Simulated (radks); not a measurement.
# Sm inside a hard spherical wall

The task here is to estimate one member of a computed series from the others.

Program: radks (a radial shooting solver on a logarithmic mesh, Libxc functionals) version 1. Level of theory: scalar-relativistic Kohn-Sham, r2SCAN, spin-polarised, spherical densities, finite nucleus; open shells are filled with parallel spins first. These are calculated values, not measurements, unless marked.

### What is computed

```
element            : samarium (Z = 62)
charge             : 0
electrons          : 62
configuration      : [Xe] 4f6 6s2
nuclear rms radius : 5.0819 fm
```

The outer shells:

Sm
```
[Xe] core
4f [↑ ][↑ ][↑ ][↑ ][↑ ][↑ ][  ]
6s [↑↓]
```

The first run:

Input:

```text
Z 62
configuration [Xe] 4f6 6s2 5d0 6p0 7s0
relativity scalar-relativistic
functional r2scan,r2scan
spin polarised
nucleus finite rms 5.0819 fm
c 137.035999084
```

Steps of the session up to this table: The free atom; Wall at 8 bohr; Wall at 7 bohr; Wall at 6 bohr; Wall at 5 bohr; Wall at 4 bohr; Wall at 3.5 bohr; Wall at 3 bohr; Wall at 2.5 bohr.

One of the session's tables, all rows but one given; the rest of the session is left out.

```
R (bohr)  E − E(free) (eV)  ε(6s) (eV)  ε(5d, empty) (eV)  ε(6p, empty) (eV)  ε(7s, empty) (eV)
    free             0.000      -3.783             -1.823             -1.113                  -
       8             0.634      -3.054             -1.074              0.201              7.827
       7             1.547      -2.307             -0.445              1.452             12.121
       6             3.798      -0.744              0.666              3.958             19.830
       5             9.759       2.873              2.795              9.400             34.876
       4            28.590      12.768              7.775             23.009             68.401
     3.5            53.699      24.354             13.178             37.781             101.70
       3                 ?           ?                  ?                  ?                  ?
     2.5            252.82      96.236             45.269             121.00             270.35
```

**Question.** Estimate the row for R (bohr) = 3.

Worked estimate for «E − E(free) (eV)». A straight line through the neighbours (3.5, 53.699) and (2.5, 252.82) gives 53.699 + (252.82 − 53.699) × (3 − 3.5) / (2.5 − 3.5) = 153.26; a parabola fitted to 3 rows on both sides gives 128.44.

The run gave: E − E(free) (eV): 110.29; ε(6s) (eV): 47.279; ε(5d, empty) (eV): 23.496; ε(6p, empty) (eV): 65.310; ε(7s, empty) (eV): 159.83. In «E − E(free) (eV)» the line misses by +42.97 and the parabola by +18.15.

From R = 5 bohr inwards the highest occupied level lies above zero, pushed up by confinement. Shells are not refilled when levels cross, and a hard wall is a model, not a crystal.
